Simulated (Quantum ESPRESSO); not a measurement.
# SiTe (Pmma) in Quantum ESPRESSO: a series of runs, part 2 of 3

Quantum ESPRESSO 7.5. Earlier steps stand in the parts before.

### 3 Phonons, PBE

File pw.in:

```
&CONTROL
  calculation = 'scf'
  prefix = 'pwscf'
  outdir = './tmp'
  pseudo_dir = './pseudo'
  tprnfor = .true.
  tstress = .true.
  disk_io = 'low'
/
&SYSTEM
  ibrav = 0
  celldm(1) = 8
  nat = 4
  ntyp = 2
  ecutwfc = 45
  ecutrho = 360
  nbnd = 16
  occupations = 'smearing'
  smearing = 'fd'
  degauss = 0.00367493
/
&ELECTRONS
  conv_thr = 8d-10
  electron_maxstep = 120
  mixing_beta = 0.5
/
ATOMIC_SPECIES
Si    28.0850 si_pbe_v1.uspp.F.UPF
Te   127.6000 te_pbe_v1.uspp.F.UPF
CELL_PARAMETERS alat
  1.2811432135241   0.0000000000000   0.0000000000000
  0.0000000000000   0.7709129174400   0.0000000000000
  0.0000000000000   0.0000000000000   1.3507699765269
ATOMIC_POSITIONS crystal
Si     0.2500000000    0.5000000000    0.6987790900
Si     0.7500000000    0.5000000000    0.3012209100
Te     0.2500000000    0.0000000000    0.1878074700
Te     0.7500000000    0.0000000000    0.8121925300
K_POINTS automatic
2 4 2 1 1 1
```

File relax.in:

```
&CONTROL
  calculation = 'vc-relax'
  prefix = 'pwscf'
  outdir = './tmp'
  pseudo_dir = './pseudo'
  tprnfor = .true.
  tstress = .true.
  disk_io = 'low'
  nstep = 40
  forc_conv_thr = 0.0001
  etot_conv_thr = 1d-06
/
&SYSTEM
  ibrav = 0
  celldm(1) = 8
  nat = 4
  ntyp = 2
  ecutwfc = 45
  ecutrho = 360
  nbnd = 16
  occupations = 'smearing'
  smearing = 'fd'
  degauss = 0.00367493
/
&ELECTRONS
  conv_thr = 8d-10
  electron_maxstep = 120
  mixing_beta = 0.5
/
&IONS
  ion_dynamics = 'bfgs'
/
&CELL
  cell_dynamics = 'bfgs'
  press = 0
  press_conv_thr = 0.2
/
ATOMIC_SPECIES
Si    28.0850 si_pbe_v1.uspp.F.UPF
Te   127.6000 te_pbe_v1.uspp.F.UPF
CELL_PARAMETERS alat
  1.2811432135241   0.0000000000000   0.0000000000000
  0.0000000000000   0.7709129174400   0.0000000000000
  0.0000000000000   0.0000000000000   1.3507699765269
ATOMIC_POSITIONS crystal
Si     0.2500000000    0.5000000000    0.6987790900
Si     0.7500000000    0.5000000000    0.3012209100
Te     0.2500000000    0.0000000000    0.1878074700
Te     0.7500000000    0.0000000000    0.8121925300
K_POINTS automatic
2 4 2 1 1 1
```

File scf2.in:

```
&CONTROL
  calculation = 'scf'
  prefix = 'pwscf'
  outdir = './tmp'
  pseudo_dir = './pseudo'
  tprnfor = .true.
  tstress = .true.
  disk_io = 'low'
/
&SYSTEM
  ibrav = 0
  celldm(1) = 8
  nat = 4
  ntyp = 2
  ecutwfc = 45
  ecutrho = 360
  nbnd = 16
  occupations = 'smearing'
  smearing = 'fd'
  degauss = 0.00367493
/
&ELECTRONS
  conv_thr = 1d-13
  electron_maxstep = 120
  mixing_beta = 0.5
  startingpot = 'file'
  startingwfc = 'file'
/
ATOMIC_SPECIES
Si    28.0850 si_pbe_v1.uspp.F.UPF
Te   127.6000 te_pbe_v1.uspp.F.UPF
CELL_PARAMETERS alat
  1.2605890646239   0.0000000000000   0.0000000000000
  0.0000000000000   0.7282025391691   0.0000000000000
  0.0000000000000   0.0000000000000   1.2606152009063
ATOMIC_POSITIONS crystal
Si     0.2500000000    0.5000000000    0.7499710885
Si     0.7500000000    0.5000000000    0.2500289115
Te     0.2500000000    0.0000000000    0.2499834795
Te     0.7500000000    0.0000000000    0.7500165205
K_POINTS automatic
2 4 2 1 1 1
```

File ph.in:

```
phonons of SiTe
&INPUTPH
  prefix = 'pwscf'
  outdir = './tmp'
  tr2_ph = 1d-18
  fildyn = 'dyn'
  niter_ph = 90
  alpha_mix(1) = 0.4
/
0.0000000000 0.0000000000 0.0000000000
```

File dynmat.in:

```
&INPUT
  fildyn = 'dyn'
  asr = 'crystal'
  filout = 'dynmat.disp'
  fileig = 'dynmat.eig'
/
```

Potentials or basis: GBRV 1.5 PBE.

The run is started by

```bash
OMP_NUM_THREADS=1 pw.x -in pw.in > pw.out
OMP_NUM_THREADS=1 pw.x -in relax.in > relax.out
OMP_NUM_THREADS=1 pw.x -in scf2.in > scf2.out
OMP_NUM_THREADS=1 ph.x -in ph.in > ph.out
OMP_NUM_THREADS=1 dynmat.x -in dynmat.in > dynmat.out
```

pw.out:

```text
This program is part of the open-source Quantum ESPRESSO suite
     for quantum simulation of materials; please cite
[... 9 lines left out ...]
     --------------------
     sticks:   dense  smooth     PW     G-vecs:    dense   smooth      PW
     Sum        1805     909    257                78849    27843    4189

     Using Slab Decomposition

     bravais-lattice index     =            0
     lattice parameter (alat)  =       8.0000  a.u.
     unit-cell volume          =     683.0529 (a.u.)^3
     number of atoms/cell      =            4
     number of atomic types    =            2
     number of electrons       =        20.00
     number of Kohn-Sham states=           16
     kinetic-energy cutoff     =      45.0000  Ry
     charge density cutoff     =     360.0000  Ry
     scf convergence threshold =      8.0E-10
     mixing beta               =       0.5000
     number of iterations used =            8  plain     mixing
     Exchange-correlation= SLA  PW   PBE  PBE
                           (   1   4   3   4   0   0   0)

     celldm(1)=   8.000000  celldm(2)=   0.000000  celldm(3)=   0.000000
     celldm(4)=   0.000000  celldm(5)=   0.000000  celldm(6)=   0.000000

     crystal axes: (cart. coord. in units of alat)
               a(1) = (   1.281143   0.000000   0.000000 )
               a(2) = (   0.000000   0.770913   0.000000 )
               a(3) = (   0.000000   0.000000   1.350770 )

     reciprocal axes: (cart. coord. in units 2 pi/alat)
               b(1) = (  0.780553  0.000000  0.000000 )
               b(2) = (  0.000000  1.297163  0.000000 )
               b(3) = (  0.000000  0.000000  0.740318 )

     PseudoPot. # 1 for Si read from file:
     si_pbe_v1.uspp.F.UPF
     Pseudo is Ultrasoft + core correction, Zval =  4.0
     Generated by new atomic code, or converted to UPF format
     Using radial grid of  899 points,  6 beta functions with:
                l(1) =   0
[... 54 lines left out ...]

     Threshold (ethr) on eigenvalues was too large:
     Diagonalizing with lowered threshold

     Davidson diagonalization with overlap
     ethr =  7.74E-05,  avg # of iterations =  3.0

     total energy              =     -71.99818507 Ry
     estimated scf accuracy    <       0.01702185 Ry
[... 57 lines left out ...]
     iteration # 10     ecut=    45.00 Ry     beta= 0.50
     Davidson diagonalization with overlap
     ethr =  5.48E-12,  avg # of iterations =  2.0

     End of self-consistent calculation

          k = 0.1951 0.1621 0.1851 (  3493 PWs)   bands (ev):

    -5.6564  -4.5321  -1.1601  -0.0699   2.8874   3.6850   4.8459   5.2858
     6.7041   7.3408   8.8248   9.0511   9.3926  10.2847  10.7823  10.9569

          k = 0.1951 0.4864 0.1851 (  3470 PWs)   bands (ev):

    -4.3290  -3.3140  -0.0464   0.5955   2.5363   2.8895   3.6985   4.5104
     5.3669   6.0271   6.6768   7.6204   8.1263   8.7933   9.4097  10.1466

     the Fermi energy is     7.0338 ev

!    total energy              =     -72.00021956 Ry
     estimated scf accuracy    <          1.5E-11 Ry
     smearing contrib. (-TS)   =      -0.00011867 Ry
     internal energy E=F+TS    =     -72.00010089 Ry

     The total energy is F=E-TS. E is the sum of the following terms:
     one-electron contribution =      16.53568821 Ry
     hartree contribution      =       1.48483552 Ry
     xc contribution           =     -37.00270548 Ry
     ewald contribution        =     -53.01791914 Ry

     convergence has been achieved in  10 iterations

     Forces acting on atoms (cartesian axes, Ry/au):

     atom    1 type  1   force =     0.00000000    0.00000000    0.00070964
     atom    2 type  1   force =     0.00000000    0.00000000   -0.00070964
     atom    3 type  2   force =     0.00000000    0.00000000    0.02682248
     atom    4 type  2   force =     0.00000000    0.00000000   -0.02682248

     Total force =     0.037946     Total SCF correction =     0.000008

     Computing stress (Cartesian axis) and pressure

          total   stress  (Ry/bohr**3)                   (kbar)     P=      -62.10
  -0.00012037   0.00000000   0.00000000          -17.71        0.00        0.00
   0.00000000  -0.00055922   0.00000000            0.00      -82.26        0.00
   0.00000000   0.00000000  -0.00058678            0.00        0.00      -86.32

=------------------------------------------------------------------------------=
   JOB DONE.
=------------------------------------------------------------------------------=
```

relax.out:

```text
This program is part of the open-source Quantum ESPRESSO suite
     for quantum simulation of materials; please cite
[... 9 lines left out ...]
     --------------------
     sticks:   dense  smooth     PW     G-vecs:    dense   smooth      PW
     Sum        1805     909    257                78849    27843    4189
[... 347 lines left out ...]
   0.00000062   0.00000000   0.00000000            0.09        0.00        0.00
   0.00000000  -0.00000064   0.00000000            0.00       -0.09        0.00
   0.00000000   0.00000000   0.00000030            0.00        0.00        0.04

=------------------------------------------------------------------------------=
   JOB DONE.
=------------------------------------------------------------------------------=
```

scf2.out:

```text
This program is part of the open-source Quantum ESPRESSO suite
     for quantum simulation of materials; please cite
[... 9 lines left out ...]
     --------------------
     sticks:   dense  smooth     PW     G-vecs:    dense   smooth      PW
     Sum        1687     839    239                68327    24137    3657
[... 150 lines left out ...]
   0.00000062   0.00000000   0.00000000            0.09        0.00        0.00
   0.00000000  -0.00000064   0.00000000            0.00       -0.09        0.00
   0.00000000   0.00000000   0.00000030            0.00        0.00        0.04

=------------------------------------------------------------------------------=
   JOB DONE.
=------------------------------------------------------------------------------=
```

Run time: 12 min. Hardware: 1 thread of Intel Xeon Platinum 8175M at 2.50GHz (Skylake/Cascade Lake), shared host; peak memory 0.32 GiB.

What came out:

```
Free energy                            : -980.2648 eV
Relaxed volume                         : 21.95 Å³/atom
Relaxed cell                           : a = 5.337 Å, b = 3.083 Å, c = 5.337 Å, α = 90.00°, β = 90.00°, γ = 90.00°
Space group after relaxing (to 0.05 Å) : P4/mmm (No. 123)
Pressure after relaxing                : 0.0 GPa
Band gap on the k mesh                 : none (metal or under the smearing width)
Highest phonon frequency at Γ          : 153 cm⁻¹
Most unstable mode                     : 166i cm⁻¹
```

The path:
```csv
step,energy change (eV),largest force (eV/Å),pressure (GPa),volume (Å³)
1,0.0000,0.6896,-6.21,101.22
2,-0.1631,0.7272,-5.23,98.04
3,-0.3544,0.7614,-3.37,93.54
4,-0.4962,0.6993,0.58,87.25
5,-0.5193,0.6118,1.22,86.43
6,-0.5524,0.4672,1.44,86.16
7,-0.5897,0.2470,1.33,86.52
8,-0.6125,0.1244,0.76,87.75
9,-0.6185,0.1091,0.22,88.62
10,-0.6218,0.0982,-0.10,89.16
11,-0.6229,0.0973,-0.12,89.23
12,-0.6237,0.0982,-0.08,89.14
13,-0.6249,0.0987,-0.03,89.02
14,-0.6265,0.0978,0.03,88.87
15,-0.6290,0.0949,0.08,88.68
16,-0.6326,0.0887,0.13,88.44
17,-0.6375,0.0767,0.19,88.14
18,-0.6432,0.0552,0.25,87.81
19,-0.6484,0.0211,0.24,87.59
20,-0.6509,0.0162,0.05,87.78
21,-0.6521,0.0056,-0.07,87.89
22,-0.6521,0.0014,-0.05,87.86
23,-0.6521,0.0002,-0.02,87.82
24,-0.6522,0.0002,0.00,87.80
```

Final structure:
```
Si Te
1.0
     5.33660    0.00000    0.00000
     0.00000    3.08279    0.00000
     0.00000    0.00000    5.33671
Si Te
2 2
Direct
  0.25000 0.50000 0.74997
  0.75000 0.50000 0.25003
  0.25000 0.00000 0.24998
  0.75000 0.00000 0.75002
```

Levels at points of the mesh, in eV from the Fermi level:
```tsv
k point	band 7	band 8	band 9	band 10	band 11	band 12	band 13	band 14
(0.25, 0.12, 0.25)	-2.70	-2.21	-0.42	0.42	2.14	2.47	2.61	4.10
```

Phonon frequencies in cm⁻¹ (negative: imaginary):
```tsv
q point	frequencies
(0.000, 0.000, 0.000)	-166 -114 0 1 1 48 49 49 115 115 153 153
```

Caveat: the k mesh is coarse (spacing up to 0.58 Å⁻¹), so the values aren't converged; the mesh is thin for the phonons of a metal; some modes are imaginary; the cell relaxed to another space group than the one typed. The run has no spin-orbit coupling, so splittings on Te are missing.

[end of part 2 of 3]
